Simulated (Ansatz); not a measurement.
**CH3AlFNO: single points with varied inputs**

Aim: run CH3AlFNO under a spread of inputs, and see what each costs and gives.

Method: the settings change from run to run; program: Ansatz 0.2.0, Gaussian basis.

### Step 1. The relaxed structure

The geometry comes from an earlier relaxation with PBE0-D4 in a triple-zeta def2 set; it is a stationary point, not always the lowest conformer.

8 atoms, charge 0, spin multiplicity 1.

Atoms are counted from 1 here; the program's logs count them from 0.

Bond lengths: N1–C2 1.270 Å, N1–H6 1.027 Å, C2–O3 1.349 Å, C2–Al4 1.968 Å, O3–H7 0.969 Å, Al4–F5 1.648 Å, Al4–H8 1.567 Å. Angles: C2–N1–H6 114.4°, N1–C2–O3 126.9°, N1–C2–Al4 110.8°, O3–C2–Al4 122.3°, C2–O3–H7 109.8°, C2–Al4–F5 118.9°, C2–Al4–H8 122.4°, F5–Al4–H8 118.7°.

As a file:

```mol
CH3AlFNO
  3D, bonds by distance, orders not assigned

  8  7  0  0  0  0  0  0  0  0999 V2000
   -1.2776   -0.6092    0.1945 N   0  0
   -0.2806    0.1769    0.2043 C   0  0
   -0.2029    1.3801    0.8102 O   0  0
    1.2231   -0.5909   -0.8076 Al  0  0
    2.6435    0.2417   -0.8801 F   0  0
   -2.0947   -0.2645    0.7116 H   0  0
   -1.0401    1.5777    1.2570 H   0  0
    1.1214   -1.9690   -1.5456 H   0  0
  1  2  8  0
  2  3  8  0
  2  4  8  0
  4  5  8  0
  1  6  8  0
  3  7  8  0
  4  8  8  0
M  END
```

### Step 2. rPW86-PBE/def2-TZVPD

This run has charge -1, multiplicity 2, atoms shaken by 0.03 Å, D3(BJ) with three-body dispersion, high accuracy.

Contents of in.yaml:

```yaml
crystal:
  periodic: [false, false, false]
  atoms:
    - {symbol: N, position_ang: [-1.284391, -0.631980, 0.154750]}
    - {symbol: C, position_ang: [-0.298106, 0.156918, 0.222962]}
    - {symbol: O, position_ang: [-0.192278, 1.442737, 0.776811]}
    - {symbol: Al, position_ang: [1.176051, -0.630859, -0.769299]}
    - {symbol: F, position_ang: [2.666531, 0.231243, -0.896025]}
    - {symbol: H, position_ang: [-2.117038, -0.252037, 0.670541]}
    - {symbol: H, position_ang: [-1.069048, 1.620692, 1.238048]}
    - {symbol: H, position_ang: [1.136379, -1.978755, -1.527480]}
basis:
  gaussian: {orbitals: def2-TZVPD}
total_charge: -1
magnetization: {spin_polarized: true, initial_magnetization: 1}
hamiltonian: {xc: {name: rPW86-PBE}, dispersion: d3bjatm}
accuracy: high
```

The run is started by

```
$ ansatz run in.yaml --threads 2 --pin off --events-out ev --progress --plain --max-ram 4352MiB
```

Output:

```text
Functional definition: rPW86-PBE
  name "rPW86-PBE"
  cite "Murray, Lee & Langreth, J. Chem. Theory Comput. 5, 2754 (2009) doi:10.1021/ct900365q"
  cite "Perdew, Burke & Ernzerhof, Phys. Rev. Lett. 77, 3865 (1996) doi:10.1103/PhysRevLett.77.3865"
  parent pbe
  exchange = rpw86_x
  correlation = pbe_c
3679 factors; integrals over basis functions are off by at most 3.7e-9 eV
mean field evaluation 1: about -13953.8020 eV, gradient 4.4e1 eV
mean field evaluation 2: about -13828.9872 eV, gradient 1.2e2 eV
mean field evaluation 4: about -13960.8885 eV, gradient 2.3e1 eV
mean field evaluation 8: about -13962.7074 eV, gradient 5.0e-1 eV
mean field evaluation 16: about -13962.7033 eV, gradient 3.0e-3 eV
mean field evaluation 32: about -13962.7033 eV, gradient 1.4e-8 eV
mean field -13962.70334961 eV, -513.1198838378 hartree, gradient 1.4e-8 eV, S^2 0.753650; 4 other end points of the search recorded, 0 dependent functions left out
reference -13962.70336416 eV, -513.1198843725 hartree; 24, 23 occupied and 200, 201 virtual orbitals, 3679 factors
Total energy: -13962.83882048 eV, -513.1248623005 hartree
```

It took 55 s on 2 threads of AMD EPYC 7B13, shared host; peak memory 1.7 GiB.

⟨S²⟩ 0.754.

### Step 3. SVWN5/aug-cc-pVDZ

Set apart from the defaults: finite nuclei, high accuracy.

Contents of in.yaml:

```yaml
crystal:
  periodic: [false, false, false]
  atoms:
    - {symbol: N, position_ang: [-1.277573, -0.609165, 0.194501]}
    - {symbol: C, position_ang: [-0.280571, 0.176945, 0.204270]}
    - {symbol: O, position_ang: [-0.202913, 1.380077, 0.810214]}
    - {symbol: Al, position_ang: [1.223056, -0.590878, -0.807641]}
    - {symbol: F, position_ang: [2.643537, 0.241659, -0.880125]}
    - {symbol: H, position_ang: [-2.094720, -0.264505, 0.711624]}
    - {symbol: H, position_ang: [-1.040071, 1.577750, 1.256987]}
    - {symbol: H, position_ang: [1.121356, -1.968982, -1.545629]}
basis:
  gaussian: {orbitals: aug-cc-pVDZ, nuclear_model: gaussian}
hamiltonian: {xc: {name: SVWN5}}
accuracy: high
output: {forces: true}
```

Same command.

Output (excerpt; [...] marks lines left out):

```text
Functional definition: SVWN5
  name "SVWN5"
  cite "Dirac, Proc. Camb. Phil. Soc. 26, 376 (1930) doi:10.1017/S0305004100016108"
  cite "Slater, Phys. Rev. 81, 385 (1951) doi:10.1103/PhysRev.81.385"
  cite "Vosko, Wilk & Nusair, Can. J. Phys. 58, 1200 (1980) doi:10.1139/p80-159"
[...]
2927 factors; integrals over basis functions are off by at most 3.0e-9 eV
[...]
mean field -13856.78513209 eV, -509.2274611380 hartree, gradient 3.3e-8 eV, S^2 0.000000; 0 other end points of the search recorded, 0 dependent functions left out
[...]
reference -13856.78514323 eV, -509.2274615472 hartree; 23, 23 occupied and 123, 123 virtual orbitals, 2927 factors
Total energy: -13856.78514323 eV, -509.2274615472 hartree
Atom 0 at    -1.277573    -0.609165     0.194501 Å, force    -0.019656    -0.632884    -0.327456 eV/Å
Atom 1 at    -0.280571     0.176945     0.204270 Å, force     0.452950     0.411366     0.035850 eV/Å
Atom 2 at    -0.202913     1.380077     0.810214 Å, force     0.803752    -0.076052    -0.369175 eV/Å
Atom 3 at     1.223056    -0.590878    -0.807641 Å, force    -0.705296    -0.240982     0.129037 eV/Å
Atom 4 at     2.643537     0.241659    -0.880125 Å, force     0.730931     0.438651    -0.029598 eV/Å
Atom 5 at    -2.094720    -0.264505     0.711624 Å, force    -0.525228     0.171260     0.305782 eV/Å
Atom 6 at    -1.040071     1.577750     1.256987 Å, force    -0.725908     0.149701     0.375202 eV/Å
Atom 7 at     1.121356    -1.968982    -1.545629 Å, force    -0.011545    -0.221061    -0.119642 eV/Å
Dipole moment:    -0.455120     0.145543     0.251812 e Å
```

It took 7.5 s on 2 threads of AMD EPYC 7B13, shared host; peak memory 0.55 GiB.

Largest force 0.888 eV/Å, dipole 2.59 D.

### Step 4. B3LYP5/cc-pVTZ

Set apart from the defaults: atoms shaken by 0.08 Å, a point charge of 1.00 e beside it, high accuracy.

Contents of in.yaml:

```yaml
crystal:
  periodic: [false, false, false]
  atoms:
    - {symbol: N, position_ang: [-1.198018, -0.467291, 0.067257]}
    - {symbol: C, position_ang: [-0.267888, 0.266887, 0.182944]}
    - {symbol: O, position_ang: [-0.161834, 1.397414, 0.784168]}
    - {symbol: Al, position_ang: [1.207194, -0.515226, -0.752068]}
    - {symbol: F, position_ang: [2.820805, 0.295587, -0.856523]}
    - {symbol: H, position_ang: [-2.252449, -0.176860, 0.752172]}
    - {symbol: H, position_ang: [-0.991921, 1.474932, 1.240721]}
    - {symbol: H, position_ang: [1.112451, -1.896211, -1.602425]}
basis:
  gaussian: {orbitals: cc-pVTZ, point_charges: [{charge: 1.00, position_ang: [5.791, 0.170, 0.331]}]}
hamiltonian: {xc: {name: B3LYP5}}
accuracy: high
output: {forces: true}
```

The command is unchanged.

Output (excerpt; [...] marks lines left out):

```text
Functional definition: B3LYP5
  name "B3LYP5"
  cite "Stephens, Devlin, Chabalowski & Frisch, J. Phys. Chem. 98, 11623 (1994) doi:10.1021/j100096a001"
  cite "Becke, Phys. Rev. A 38, 3098 (1988) doi:10.1103/PhysRevA.38.3098"
  cite "Lee, Yang & Parr, Phys. Rev. B 37, 785 (1988) doi:10.1103/PhysRevB.37.785"
  cite "Vosko, Wilk & Nusair, Can. J. Phys. 58, 1200 (1980) doi:10.1139/p80-159"
[...]
3439 factors; integrals over basis functions are off by at most 1.5e-8 eV
[...]
mean field -13936.21661907 eV, -512.1465144438 hartree, gradient 5.0e-8 eV, S^2 0.000000; 0 other end points of the search recorded, 0 dependent functions left out
[...]
reference -13936.21666225 eV, -512.1465160306 hartree; 23, 23 occupied and 173, 173 virtual orbitals, 3439 factors
Total energy: -13936.21666225 eV, -512.1465160306 hartree
Atom 0 at    -1.198018    -0.467291     0.067257 Å, force    -8.476568    -3.805831     1.768924 eV/Å
Atom 1 at    -0.267888     0.266887     0.182944 Å, force     4.610458     1.734238    -0.954859 eV/Å
Atom 2 at    -0.161834     1.397414     0.784168 Å, force     0.759230     2.417772     1.465711 eV/Å
Atom 3 at     1.207194    -0.515226    -0.752068 Å, force     2.061155    -0.363981    -1.575607 eV/Å
Atom 4 at     2.820805     0.295587    -0.856523 Å, force    -1.381606    -0.979199     0.507707 eV/Å
Atom 5 at    -2.252449    -0.176860     0.752172 Å, force     3.624364    -0.661392    -2.428793 eV/Å
Atom 6 at    -0.991921     1.474932     1.240721 Å, force    -1.076079     0.945988     0.906433 eV/Å
Atom 7 at     1.112451    -1.896211    -1.602425 Å, force     0.199689     0.653668     0.498495 eV/Å
Dipole moment:    -0.918835     0.072730     0.384201 e Å
```

Run time: 15 s. Hardware: 2 threads of AMD EPYC 7B13, shared host; peak memory 1 GiB.

Largest force 9.459 eV/Å, dipole 4.80 D.

### Step 5. RPBE/def2-mTZVPP

Contents of in.yaml:

```yaml
crystal:
  periodic: [false, false, false]
  atoms:
    - {symbol: N, position_ang: [-1.277573, -0.609165, 0.194501]}
    - {symbol: C, position_ang: [-0.280571, 0.176945, 0.204270]}
    - {symbol: O, position_ang: [-0.202913, 1.380077, 0.810214]}
    - {symbol: Al, position_ang: [1.223056, -0.590878, -0.807641]}
    - {symbol: F, position_ang: [2.643537, 0.241659, -0.880125]}
    - {symbol: H, position_ang: [-2.094720, -0.264505, 0.711624]}
    - {symbol: H, position_ang: [-1.040071, 1.577750, 1.256987]}
    - {symbol: H, position_ang: [1.121356, -1.968982, -1.545629]}
basis:
  gaussian: {orbitals: def2-mTZVPP}
hamiltonian: {xc: {name: RPBE}}
```

The command is unchanged.

Output:

```text
Functional definition: RPBE
  name "RPBE"
  cite "Hammer, Hansen & Nørskov, Phys. Rev. B 59, 7413 (1999) doi:10.1103/PhysRevB.59.7413"
  cite "Perdew, Burke & Ernzerhof, Phys. Rev. Lett. 77, 3865 (1996) doi:10.1103/PhysRevLett.77.3865"
  parameter kappa = 0.804
  parameter beta = 0.06672455060314922
  exchange = rpbe_x(kappa = kappa, mu = beta*pi^2/3)
  correlation = pbe_c(beta = beta)
1046 factors; their error is unknown
mean field evaluation 1: about -13928.8378 eV, gradient 7.8e1 eV
mean field evaluation 2: about -13882.8864 eV, gradient 1.6e2 eV
mean field evaluation 4: about -13938.6408 eV, gradient 2.8e1 eV
mean field evaluation 8: about -13940.1308 eV, gradient 1.0e-1 eV
mean field evaluation 16: about -13940.1077 eV, gradient 1.3e-4 eV
mean field -13940.10770615 eV, -512.2895092565 hartree, gradient 5.7e-5 eV, S^2 0.000000; 0 other end points of the search recorded, 0 dependent functions left out
reference -13940.10774676 eV, -512.2895107489 hartree; 23, 23 occupied and 105, 105 virtual orbitals, 1046 factors
Total energy: -13940.10774676 eV, -512.2895107489 hartree
```

Wall time 1.4 s (2 threads of AMD EPYC 7B13, shared host).

### Step 6. PBE/6-31++G**

Options: D4 dispersion.

Changes to in.yaml since step 5:

```diff
@@ -12,3 +12,4 @@
 basis:
-  gaussian: {orbitals: def2-mTZVPP}
-hamiltonian: {xc: {name: RPBE}}
+  gaussian: {orbitals: "6-31++G**"}
+hamiltonian: {xc: {name: PBE}, dispersion: d4}
+output: {forces: true}
```

Launched as before.

Output (excerpt; [...] marks lines left out):

```text
Functional definition: PBE
  name "PBE"
  cite "Perdew, Burke & Ernzerhof, Phys. Rev. Lett. 77, 3865 (1996) doi:10.1103/PhysRevLett.77.3865"
  parent pbe
[...]
1109 factors; their error is unknown
[...]
mean field -13926.64539400 eV, -511.7947784103 hartree, gradient 2.0e-5 eV, S^2 0.000000; 0 other end points of the search recorded, 0 dependent functions left out
[...]
reference -13926.64547499 eV, -511.7947813866 hartree; 23, 23 occupied and 94, 94 virtual orbitals, 1109 factors
Total energy: -13926.78451895 eV, -511.7998911579 hartree
Atom 0 at    -1.277573    -0.609165     0.194501 Å, force    -0.687259    -1.057717    -0.280449 eV/Å
Atom 1 at    -0.280571     0.176945     0.204270 Å, force     0.724349     0.180968    -0.198691 eV/Å
Atom 2 at    -0.202913     1.380077     0.810214 Å, force     0.781700     0.659460     0.028920 eV/Å
Atom 3 at     1.223056    -0.590878    -0.807641 Å, force    -0.757808    -0.472869     0.018080 eV/Å
Atom 4 at     2.643537     0.241659    -0.880125 Å, force     0.997201     0.581188    -0.051211 eV/Å
Atom 5 at    -2.094720    -0.264505     0.711624 Å, force    -0.423437     0.123117     0.238766 eV/Å
Atom 6 at    -1.040071     1.577750     1.256987 Å, force    -0.618000     0.169658     0.342033 eV/Å
Atom 7 at     1.121356    -1.968982    -1.545629 Å, force    -0.016745    -0.183805    -0.097449 eV/Å
Dipole moment:    -0.464882     0.154178     0.260641 e Å
```

Run time: 1.6 s. Hardware: 2 threads of AMD EPYC 7B13, shared host.

Largest force 1.292 eV/Å, dipole 2.66 D.

### Step 7. PBE0-DH/def2-mTZVPP

This run has atoms shaken by 0.03 Å.

Contents of in.yaml:

```yaml
crystal:
  periodic: [false, false, false]
  atoms:
    - {symbol: N, position_ang: [-1.244904, -0.588789, 0.206430]}
    - {symbol: C, position_ang: [-0.217339, 0.142948, 0.239589]}
    - {symbol: O, position_ang: [-0.201308, 1.365167, 0.797614]}
    - {symbol: Al, position_ang: [1.185131, -0.669770, -0.790425]}
    - {symbol: F, position_ang: [2.616497, 0.216883, -0.870909]}
    - {symbol: H, position_ang: [-2.089998, -0.290511, 0.697119]}
    - {symbol: H, position_ang: [-1.069445, 1.603479, 1.246400]}
    - {symbol: H, position_ang: [1.119091, -1.968851, -1.529761]}
basis:
  gaussian: {orbitals: def2-mTZVPP}
hamiltonian: {xc: {name: PBE0-DH}}
output: {forces: true}
```

Same command.

Output (excerpt; [...] marks lines left out):

```text
Functional definition: PBE0-DH
  name "PBE0-DH"
  cite "Brémond & Adamo, J. Chem. Phys. 135, 024106 (2011) doi:10.1063/1.3604569"
  cite "Perdew, Burke & Ernzerhof, Phys. Rev. Lett. 77, 3865 (1996) doi:10.1103/PhysRevLett.77.3865"
[...]
1152 factors; integrals over basis functions are off by at most 1.0e-3 eV
[...]
mean field -13925.45440773 eV, -511.7510104721 hartree, gradient 4.2e-6 eV, S^2 0.000000; 0 other end points of the search recorded, 0 dependent functions left out
9 core orbitals not correlated: weight in the atoms' cores, before any rotation towards them, 1.000 or more for the frozen orbitals, at most 0.000 for the correlated occupied ones
reference -13925.45442770 eV, -511.7510112060 hartree; 14, 14 occupied and 105, 105 virtual orbitals, 1152 factors
second order -26.90969581 eV of doubles, -0.00000000 eV of singles
[...]
Total energy: -13928.81813968 eV, -511.8746253411 hartree
Atom 0 at    -1.244904    -0.588789     0.206430 Å, force    -0.203803    -1.329966    -0.195568 eV/Å
Atom 1 at    -0.217339     0.142948     0.239589 Å, force    -1.503205     0.986968     0.512848 eV/Å
Atom 2 at    -0.201308     1.365167     0.797614 Å, force    -0.689875     0.942039     1.023448 eV/Å
Atom 3 at     1.185131    -0.669770    -0.790425 Å, force     1.383364     1.300491     0.216458 eV/Å
Atom 4 at     2.616497     0.216883    -0.870909 Å, force    -0.673402    -0.515788    -0.008406 eV/Å
Atom 5 at    -2.089998    -0.290511     0.697119 Å, force     0.248660     0.310439    -0.082301 eV/Å
Atom 6 at    -1.069445     1.603479     1.246400 Å, force     1.553341    -0.748153    -0.975370 eV/Å
Atom 7 at     1.119091    -1.968851    -1.529761 Å, force    -0.115082    -0.946030    -0.491109 eV/Å
Dipole moment:    -0.523380     0.055473     0.240694 e Å
```

Wall time 6.5 s (2 threads of AMD EPYC 7B13, shared host); peak memory 0.48 GiB.

Largest force 1.981 eV/Å, dipole 2.78 D.

### Step 8. RPBE/x2c-TZVPPall

Set apart from the defaults: atoms shaken by 0.03 Å.

Contents of in.yaml:

```yaml
crystal:
  periodic: [false, false, false]
  atoms:
    - {symbol: N, position_ang: [-1.315595, -0.633161, 0.204626]}
    - {symbol: C, position_ang: [-0.283767, 0.181766, 0.201064]}
    - {symbol: O, position_ang: [-0.222797, 1.402978, 0.770972]}
    - {symbol: Al, position_ang: [1.197972, -0.581721, -0.761918]}
    - {symbol: F, position_ang: [2.613995, 0.288019, -0.808601]}
    - {symbol: H, position_ang: [-2.102779, -0.231433, 0.734965]}
    - {symbol: H, position_ang: [-1.026715, 1.593867, 1.260793]}
    - {symbol: H, position_ang: [1.130365, -1.984809, -1.552030]}
basis:
  gaussian: {orbitals: x2c-TZVPPall}
hamiltonian: {xc: {name: RPBE}}
output: {forces: true}
```

The command is unchanged.

Output (excerpt; [...] marks lines left out):

```text
Functional definition: RPBE
  name "RPBE"
  cite "Hammer, Hansen & Nørskov, Phys. Rev. B 59, 7413 (1999) doi:10.1103/PhysRevB.59.7413"
  cite "Perdew, Burke & Ernzerhof, Phys. Rev. Lett. 77, 3865 (1996) doi:10.1103/PhysRevLett.77.3865"
[...]
1086 factors; their error is unknown
[...]
mean field -13957.64909980 eV, -512.9341435835 hartree, gradient 1.7e-5 eV, S^2 0.000000; 0 other end points of the search recorded, 0 dependent functions left out
[...]
reference -13957.64914393 eV, -512.9341452052 hartree; 23, 23 occupied and 185, 185 virtual orbitals, 1086 factors
Total energy: -13957.64914393 eV, -512.9341452052 hartree
Relativity: scalar
Atom 0 at    -1.315595    -0.633161     0.204626 Å, force     1.235132     0.689184    -0.024405 eV/Å
Atom 1 at    -0.283767     0.181766     0.201064 Å, force    -1.827404    -1.054588     0.090056 eV/Å
Atom 2 at    -0.222797     1.402978     0.770972 Å, force     0.989063     0.594305    -0.039965 eV/Å
Atom 3 at     1.197972    -0.581721    -0.761918 Å, force     0.392961    -0.870821    -0.733276 eV/Å
Atom 4 at     2.613995     0.288019    -0.808601 Å, force     0.346005     0.153417    -0.011532 eV/Å
Atom 5 at    -2.102779    -0.231433     0.734965 Å, force    -0.331068     0.008691     0.099083 eV/Å
Atom 6 at    -1.026715     1.593867     1.260793 Å, force    -0.829025     0.134720     0.397317 eV/Å
Atom 7 at     1.130365    -1.984809    -1.552030 Å, force     0.024336     0.345092     0.222724 eV/Å
Dipole moment:    -0.413121     0.202659     0.294622 e Å
```

It took 2.8 s on 2 threads of AMD EPYC 7B13, shared host.

Largest force 2.112 eV/Å, dipole 2.62 D.

### Step 9. r2SCAN/aug-cc-pVTZ

Options: a grid of angular degree 23.

Contents of in.yaml:

```yaml
crystal:
  periodic: [false, false, false]
  atoms:
    - {symbol: N, position_ang: [-1.277573, -0.609165, 0.194501]}
    - {symbol: C, position_ang: [-0.280571, 0.176945, 0.204270]}
    - {symbol: O, position_ang: [-0.202913, 1.380077, 0.810214]}
    - {symbol: Al, position_ang: [1.223056, -0.590878, -0.807641]}
    - {symbol: F, position_ang: [2.643537, 0.241659, -0.880125]}
    - {symbol: H, position_ang: [-2.094720, -0.264505, 0.711624]}
    - {symbol: H, position_ang: [-1.040071, 1.577750, 1.256987]}
    - {symbol: H, position_ang: [1.121356, -1.968982, -1.545629]}
basis:
  gaussian: {orbitals: aug-cc-pVTZ, final_grid: {core_spheres: 8, valence_spheres: 7, degree: 23}}
hamiltonian: {xc: {name: r2SCAN}}
```

The command is unchanged.

Output:

```text
Functional definition: r2SCAN
  name "r2SCAN"
  cite "Furness, Kaplan, Ning, Perdew & Sun, J. Phys. Chem. Lett. 11, 8208 (2020) doi:10.1021/acs.jpclett.0c02405"
  cite "Furness, Kaplan, Ning, Perdew & Sun, J. Phys. Chem. Lett. 11, 9248 (2020) doi:10.1021/acs.jpclett.0c03077"
  parent r2scan
  parameter k0 = 0.174
  parameter k1 = 0.065
  parameter a1 = 4.9479
  exchange = r2scan_x(k0 = k0, k1 = k1, a1 = a1)
  correlation = r2scan_c
1371 factors; their error is unknown
mean field evaluation 1: about -13926.1871 eV, gradient 7.8e1 eV
mean field evaluation 2: about -13892.1678 eV, gradient 1.4e2 eV
mean field evaluation 4: about -13936.2885 eV, gradient 2.2e1 eV
mean field evaluation 8: about -13937.1998 eV, gradient 9.1e-2 eV
mean field evaluation 16: about -13937.1593 eV, gradient 8.3e-5 eV
mean field -13937.15929410 eV, -512.1811571123 hartree, gradient 3.1e-5 eV, S^2 0.000000; 0 other end points of the search recorded, 0 dependent functions left out
reference -13937.15931396 eV, -512.1811578422 hartree; 23, 23 occupied and 280, 280 virtual orbitals, 1371 factors
Total energy: -13937.15931396 eV, -512.1811578422 hartree
```

Run time: 4.3 s. Hardware: 2 threads of AMD EPYC 7B13, shared host; peak memory 0.44 GiB.

### Step 10. wB97M-V/6-31G*

This run has high accuracy.

Changes to in.yaml since step 9:

```diff
@@ -12,3 +12,4 @@
 basis:
-  gaussian: {orbitals: aug-cc-pVTZ, final_grid: {core_spheres: 8, valence_spheres: 7, degree: 23}}
-hamiltonian: {xc: {name: r2SCAN}}
+  gaussian: {orbitals: "6-31G*"}
+hamiltonian: {xc: {name: wB97M-V}}
+accuracy: high
```

The command is unchanged.

Output (excerpt; [...] marks lines left out):

```text
Functional definition: wB97M-V
  name "wB97M-V"
  cite "Mardirossian & Head-Gordon, J. Chem. Phys. 144, 214110 (2016) doi:10.1063/1.4952647"
  cite "Becke, J. Chem. Phys. 107, 8554 (1997) doi:10.1063/1.475007"
  cite "Vydrov & Van Voorhis, J. Chem. Phys. 133, 244103 (2010) doi:10.1063/1.3521275"
  # Of w^i u^j: cxij and so on, Table III.
[...]
  gx(w, u) = 1 - cx + cx01*u + cx10*w
  gss(w, u) = css00 + css04*u^4 + css10*w + css20*w^2 + css43*w^4*u^3
  gos(w, u) = cos00 + cos10*w + (cos20 + cos21*u)*w^2 + (cos60 + cos61*u)*w^6
[...]
      + integral(e_c_pw_mod_opposite_spin*gos(b97_w_opposite, b97_u_opposite)) + vv10(b, c)
1833 factors; integrals over basis functions are off by at most 4.4e-9 eV
369 factors; integrals over basis functions are off by at most 1.9e-9 eV
[...]
mean field -13934.75674256 eV, -512.0928649716 hartree, gradient 1.9e-8 eV, S^2 0.000000; 0 other end points of the search recorded, 0 dependent functions left out
reference -13934.75674796 eV, -512.0928651701 hartree; 23, 23 occupied and 62, 62 virtual orbitals, 1833 factors
Total energy: -13934.75674796 eV, -512.0928651701 hartree
```

It took 23 s on 2 threads of AMD EPYC 7B13, shared host; peak memory 0.58 GiB.

### Step 11. The runs in one table

```tsv
level	charge	multiplicity	geometry	functions	energy (eV)	time
rPW86-PBE/def2-TZVPD	-1	2	shaken	224	-13962.839	55 s
SVWN5/aug-cc-pVDZ	0	1	relaxed	146	-13856.785	7.5 s
B3LYP5/cc-pVTZ	0	1	shaken, point charge	196	-13936.217	15 s
RPBE/def2-mTZVPP	0	1	relaxed	128	-13940.108	1.4 s
PBE/6-31++G**	0	1	relaxed	117	-13926.785	1.6 s
PBE0-DH/def2-mTZVPP	0	1	shaken	128	-13928.818	6.5 s
RPBE/x2c-TZVPPall	0	1	shaken	208	-13957.649	2.8 s
r2SCAN/aug-cc-pVTZ	0	1	relaxed	303	-13937.159	4.3 s
wB97M-V/6-31G*	0	1	relaxed	85	-13934.757	23 s
```

### Step 12. Results

| quantity | value |
| --- | --- |
| runs | 9 |
| quickest | RPBE/def2-mTZVPP, 1.4 s |
| slowest | rPW86-PBE/def2-TZVPD, 55 s |
| spread of total energies, same state and geometry | 83.3 eV |
| dipole, same state and geometry | 2.59 to 2.66 D |

What this shows: Run time spans a factor of 39, from RPBE/def2-mTZVPP to rPW86-PBE/def2-TZVPD. The jobs differ in tasks and options as well as level. The totals spread over 83 eV; they can't be compared across methods or bases. At the PBE0-D4/def2-TZVP geometry and in the same state, runs without warnings or point charges leave forces up to 1.29 eV/Å (PBE/6-31++G**), against 2.1 eV/Å where the atoms were moved.
